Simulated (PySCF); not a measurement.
# AlBNH4F (SMILES [NH2][AlH][BH]F) at PBE0/def2-SVPD

Aim: the energy change on altering one bond length of AlBNH4F at PBE0/def2-SVPD, from 2 runs. 

The calculation is run with PySCF 2.14.0.

1 further run of the same task is left out (set aside as unsound or not needed).

### 1 Starting point

The species is AlBNH4F (8 atoms), meant as a singlet with charge 0. SMILES: `[NH2][AlH][BH]F`. The shape is that of a PBE0-D4/def2-TZVP optimisation. This is one conformer, not always the lowest.

Bond lengths: N1–Al2 1.770 Å, Al2–B3 2.169 Å, B3–F4 1.330 Å, N1–H5 1.008 Å, N1–H6 1.008 Å, Al2–H7 1.590 Å, B3–H8 1.208 Å. Angles: N1–Al2–B3 116.8°, Al2–B3–F4 118.5°, N1–Al2–H7 116.9°, B3–Al2–H7 126.3°, Al2–N1–H5 125.6°, Al2–N1–H6 124.3°, Al2–B3–H8 127.4°, F4–B3–H8 114.1°, H5–N1–H6 110.2°.

### 2 The energy at PBE0/def2-SVPD

input.py

```python
from pyscf import gto, dft

mol = gto.M(
    atom=[
    ('N', (-1.034900, 1.238000, 0.178100)),
    ('Al', (0.358400, 0.247200, 0.637000)),
    ('B', (0.824000, -1.438600, -0.645900)),
    ('F', (0.022100, -1.693000, -1.675500)),
    ('H', (-1.365500, 2.050100, 0.674400)),
    ('H', (-1.614500, 1.063500, -0.627700)),
    ('H', (1.149400, 0.679500, 1.946200)),
    ('H', (1.753200, -2.203800, -0.542400)),
],
    max_memory=1860,
    verbose=4,
    charge=0,
    basis='def2-svpd',
)

mf = dft.RKS(mol)
mf.xc = 'pbe0'
mf.grids.level = 5
mf.conv_tol = 1e-10
mf.kernel()
if not mf.converged:
    mf = mf.newton().run(mf.mo_coeff, mf.mo_occ)

energy = mf.e_tot
print('Final energy', energy)
```

The run is started by

```
OMP_NUM_THREADS=1 python input.py
```

Standard output:

```text
PySCF version 2.14.0

[INPUT] num. atoms = 8
[INPUT] num. electrons = 38
[INPUT] charge = 0
[INPUT] spin (= nelec alpha-beta = 2S) = 0
[INPUT] symmetry False subgroup None
[INPUT] Mole.unit = angstrom
[INPUT] Symbol           X                Y                Z      unit          X                Y                Z       unit  Magmom
[INPUT]  1 N     -1.034900000000   1.238000000000   0.178100000000 AA   -1.955677566312   2.339480942212   0.336560222785 Bohr   0.0
[INPUT]  2 Al     0.358400000000   0.247200000000   0.637000000000 AA    0.677277843044   0.467140297992   1.203755541348 Bohr   0.0
[INPUT]  3 B      0.824000000000  -1.438600000000  -0.645900000000 AA    1.557134326642  -2.718560002799  -1.220574103857 Bohr   0.0
[INPUT]  4 F      0.022100000000  -1.693000000000  -1.675500000000 AA    0.041762947353  -3.199306328889  -3.166236121709 Bohr   0.0
[INPUT]  5 H     -1.365500000000   2.050100000000   0.674400000000 AA   -2.580421023094   3.874127527971   1.274431298407 Bohr   0.0
[INPUT]  6 H     -1.614500000000   1.063500000000  -0.627700000000 AA   -3.050962828110   2.009723733475  -1.186181088389 Bohr   0.0
[INPUT]  7 H      1.149400000000   0.679500000000   1.946200000000 AA    2.172051207575   1.284068901642   3.677784983629 Bohr   0.0
[INPUT]  8 H      1.753200000000  -2.203800000000  -0.542400000000 AA    3.313067841587  -4.164578433316  -1.024987449964 Bohr   0.0

nuclear repulsion = 128.701780477167
number of shells = 51
number of NR pGTOs = 175
number of NR cGTOs = 119
basis = def2-svpd
ecp = {}

******** <class 'pyscf.dft.rks.RKS'> ********
method = RKS
initial guess = minao
damping factor = 0
level_shift factor = 0
DIIS = <class 'pyscf.scf.diis.CDIIS'>
diis_start_cycle = 1
diis_space = 8
diis_damp = 0
SCF conv_tol = 1e-10
SCF conv_tol_grad = None
SCF max_cycles = 50
direct_scf = True
direct_scf_tol = 1e-13
XC library pyscf.dft.libxc version 7.0.0
    S. Lehtola, C. Steigemann, M. J.T. Oliveira, and M. A.L. Marques.,  SoftwareX 7, 1–5 (2018)
XC functionals = pbe0
radial grids:
    Treutler-Ahlrichs [JCP 102, 346 (1995); DOI:10.1063/1.469408] (M4) radial grids

becke partition: Becke, JCP 88, 2547 (1988); DOI:10.1063/1.454033
pruning grids: <function nwchem_prune>
grids dens level: 5
symmetrized grids: False
atomic radii adjust function: <function treutler_atomic_radii_adjust>
small_rho_cutoff = 0
Set gradient conv threshold to 1e-05
Initial guess from minao.
tot grids = 266360
init E= -423.81185441273
  HOMO = -0.277613633811811  LUMO = -0.125100268904744  gap/eV = 4.15010
cycle= 1 E= -423.745951226082  delta_E= 0.0659  |g|= 0.579  |ddm|= 3.73
  HOMO = -0.183178977421171  LUMO = -0.0730422117267713  gap/eV = 2.99697
cycle= 2 E= -423.603071358745  delta_E= 0.143  |g|= 0.995  |ddm|= 1.56
  HOMO = -0.259752033160328  LUMO = -0.0760407264136194  gap/eV = 4.99904
cycle= 3 E= -423.816473684679  delta_E= -0.213  |g|= 0.0506  |ddm|= 0.884
  HOMO = -0.269317644727389  LUMO = -0.0810936130862951  gap/eV = 5.12184
cycle= 4 E= -423.817182723681  delta_E= -0.000709  |g|= 0.0261  |ddm|= 0.105
  HOMO = -0.268123004406986  LUMO = -0.0801133081034622  gap/eV = 5.11600
cycle= 5 E= -423.817307978866  delta_E= -0.000125  |g|= 0.00943  |ddm|= 0.0294
  HOMO = -0.267573199110934  LUMO = -0.0795420287784214  gap/eV = 5.11659
cycle= 6 E= -423.817324924233  delta_E= -1.69e-05  |g|= 0.00101  |ddm|= 0.0107
  HOMO = -0.267668290116703  LUMO = -0.0796364955254445  gap/eV = 5.11661
cycle= 7 E= -423.81732519182  delta_E= -2.68e-07  |g|= 0.000141  |ddm|= 0.00203
  HOMO = -0.267641651431012  LUMO = -0.0796091318113783  gap/eV = 5.11663
cycle= 8 E= -423.817325200124  delta_E= -8.3e-09  |g|= 3.94e-05  |ddm|= 0.000389
  HOMO = -0.267649734439234  LUMO = -0.0796158325132175  gap/eV = 5.11666
cycle= 9 E= -423.81732520066  delta_E= -5.36e-10  |g|= 1.15e-05  |ddm|= 9.01e-05
  HOMO = -0.267649374540532  LUMO = -0.0796152090170414  gap/eV = 5.11667
cycle= 10 E= -423.8173252007  delta_E= -3.92e-11  |g|= 2.11e-06  |ddm|= 2.45e-05
  HOMO = -0.267649518704591  LUMO = -0.0796153030703617  gap/eV = 5.11667
Extra cycle  E= -423.817325200699  delta_E= 4.55e-13  |g|= 2.75e-06  |ddm|= 9.3e-06
converged SCF energy = -423.817325200699
Final energy -423.8173252006991
```

Wall time 26 s (1 thread of Intel Xeon at 2.70GHz, shared host); peak memory 0.65 GiB.

### 3 The distorted shape, same level

input.py

```python
from pyscf import gto, dft

mol = gto.M(
    atom='''
N   -1.778266   1.850165   0.095299
Al  -0.384966   0.859365   0.554199
B    0.080634  -0.826435  -0.728701
F   -0.721266  -1.080835  -1.758301
H   -2.108866   2.662265   0.591599
H   -2.357866   1.675665  -0.710501
H    0.406034   1.291665   1.863399
H    1.753200  -2.203800  -0.542400
''',
    spin=0,
    max_memory=1860,
    basis='def2-svpd',
    verbose=4,
)

calc0 = dft.RKS(mol)
calc0.xc = 'pbe0'
calc0.conv_tol = 1e-10
calc0.grids.level = 5
calc0.kernel()
if not calc0.converged:
    calc0 = calc0.newton().run(calc0.mo_coeff, calc0.mo_occ)

energy = calc0.e_tot
print('Final energy', energy)
```

The run is started by

```
OMP_NUM_THREADS=1 python input.py
```

Standard output:

```text
PySCF version 2.14.0

[INPUT] num. atoms = 8
[INPUT] num. electrons = 38
[INPUT] charge = 0
[INPUT] spin (= nelec alpha-beta = 2S) = 0
[INPUT] symmetry False subgroup None
[INPUT] Mole.unit = angstrom
[INPUT] Symbol           X                Y                Z      unit          X                Y                Z       unit  Magmom
[INPUT]  1 N     -1.778266000000   1.850165000000   0.095299000000 AA   -3.360435716626   3.496305135256   0.180089009945 Bohr   0.0
[INPUT]  2 Al    -0.384966000000   0.859365000000   0.554199000000 AA   -0.727480307269   1.623964491037   1.047284328508 Bohr   0.0
[INPUT]  3 B      0.080634000000  -0.826435000000  -0.728701000000 AA    0.152376176328  -1.561735809755  -1.377045316697 Bohr   0.0
[INPUT]  4 F     -0.721266000000  -1.080835000000  -1.758301000000 AA   -1.362995202961  -2.042482135844  -3.322707334549 Bohr   0.0
[INPUT]  5 H     -2.108866000000   2.662265000000   0.591599000000 AA   -3.985179173407   5.030951721015   1.117960085567 Bohr   0.0
[INPUT]  6 H     -2.357866000000   1.675665000000  -0.710501000000 AA   -4.455720978424   3.166547926519  -1.342652301230 Bohr   0.0
[INPUT]  7 H      0.406034000000   1.291665000000   1.863399000000 AA    0.767293057262   2.440893094686   3.521313770788 Bohr   0.0
[INPUT]  8 H      1.753200000000  -2.203800000000  -0.542400000000 AA    3.313067841587  -4.164578433316  -1.024987449964 Bohr   0.0

nuclear repulsion = 126.417140096292
number of shells = 51
number of NR pGTOs = 175
number of NR cGTOs = 119
basis = def2-svpd
ecp = {}

******** <class 'pyscf.dft.rks.RKS'> ********
method = RKS
initial guess = minao
damping factor = 0
level_shift factor = 0
DIIS = <class 'pyscf.scf.diis.CDIIS'>
diis_start_cycle = 1
diis_space = 8
diis_damp = 0
SCF conv_tol = 1e-10
SCF conv_tol_grad = None
SCF max_cycles = 50
direct_scf = True
direct_scf_tol = 1e-13
XC library pyscf.dft.libxc version 7.0.0
    S. Lehtola, C. Steigemann, M. J.T. Oliveira, and M. A.L. Marques.,  SoftwareX 7, 1–5 (2018)
XC functionals = pbe0
radial grids:
    Treutler-Ahlrichs [JCP 102, 346 (1995); DOI:10.1063/1.469408] (M4) radial grids

becke partition: Becke, JCP 88, 2547 (1988); DOI:10.1063/1.454033
pruning grids: <function nwchem_prune>
grids dens level: 5
symmetrized grids: False
atomic radii adjust function: <function treutler_atomic_radii_adjust>
small_rho_cutoff = 0
Set gradient conv threshold to 1e-05
[... 1 set-up line as earlier in the session ...]
tot grids = 266360
init E= -423.658198786481
  HOMO = -0.235260573309756  LUMO = -0.116142398009147  gap/eV = 3.24137
cycle= 1 E= -423.629464655644  delta_E= 0.0287  |g|= 0.589  |ddm|= 3.69
  HOMO = -0.214955724287759  LUMO = -0.123781937620334  gap/eV = 2.48097
cycle= 2 E= -423.442838428809  delta_E= 0.187  |g|= 1.06  |ddm|= 1.66
  HOMO = -0.232365855366541  LUMO = -0.0945042688277993  gap/eV = 3.75140
cycle= 3 E= -423.710927636287  delta_E= -0.268  |g|= 0.0558  |ddm|= 0.987
  HOMO = -0.24581931485782  LUMO = -0.0966053393933404  gap/eV = 4.06032
cycle= 4 E= -423.711714787087  delta_E= -0.000787  |g|= 0.036  |ddm|= 0.133
  HOMO = -0.244838971760749  LUMO = -0.0985215097781307  gap/eV = 3.98150
cycle= 5 E= -423.712034800137  delta_E= -0.00032  |g|= 0.00991  |ddm|= 0.0409
  HOMO = -0.243830954690223  LUMO = -0.0972836141382767  gap/eV = 3.98776
cycle= 6 E= -423.712059878088  delta_E= -2.51e-05  |g|= 0.00118  |ddm|= 0.0137
  HOMO = -0.243878585213182  LUMO = -0.0971239359640825  gap/eV = 3.99340
cycle= 7 E= -423.712060007837  delta_E= -1.3e-07  |g|= 0.000784  |ddm|= 0.00267
  HOMO = -0.243862199357773  LUMO = -0.0972270623469638  gap/eV = 3.99015
cycle= 8 E= -423.712060299461  delta_E= -2.92e-07  |g|= 0.000115  |ddm|= 0.00127
  HOMO = -0.243870844770145  LUMO = -0.0972204149323144  gap/eV = 3.99056
cycle= 9 E= -423.7120603046  delta_E= -5.14e-09  |g|= 2.51e-05  |ddm|= 0.000224
  HOMO = -0.243871330328711  LUMO = -0.0972218445949631  gap/eV = 3.99054
cycle= 10 E= -423.71206030478  delta_E= -1.8e-10  |g|= 5.34e-06  |ddm|= 5.27e-05
  HOMO = -0.243872128397165  LUMO = -0.0972215445008642  gap/eV = 3.99057
cycle= 11 E= -423.712060304794  delta_E= -1.41e-11  |g|= 1.51e-06  |ddm|= 1.76e-05
  HOMO = -0.24387194466106  LUMO = -0.0972215509659171  gap/eV = 3.99056
Extra cycle  E= -423.712060304795  delta_E= -1.02e-12  |g|= 1.86e-06  |ddm|= 3.76e-06
converged SCF energy = -423.712060304795
Final energy -423.71206030479505
```

Wall time 27 s (1 thread of Intel Xeon at 2.70GHz, shared host); peak memory 0.65 GiB.

### 4 Outcome

At PBE0/def2-SVPD:

| quantity | value |
| --- | --- |
| first shape: total energy | -423.81733 Eh |
| first shape: dipole moment | 0.84 D |
| first shape: HOMO energy | -7.28 eV |
| first shape: LUMO energy | -2.17 eV |
| first shape: HOMO–LUMO gap | 5.12 eV |
| distorted shape: total energy | -423.71206 Eh |
| distorted shape: dipole moment | 3.43 D |
| distorted shape: HOMO energy | -6.64 eV |
| distorted shape: LUMO energy | -2.65 eV |
| distorted shape: HOMO–LUMO gap | 3.99 eV |
| energy change with the B3–H8 bond stretched from 1.208 to 2.175 Å | 2.864 eV |

In words: With the B3–H8 bond stretched from 1.208 to 2.175 Å the energy rises by 2.86 eV (276 kJ/mol). The first shape isn't relaxed at this level, so the change isn't measured from a minimum.
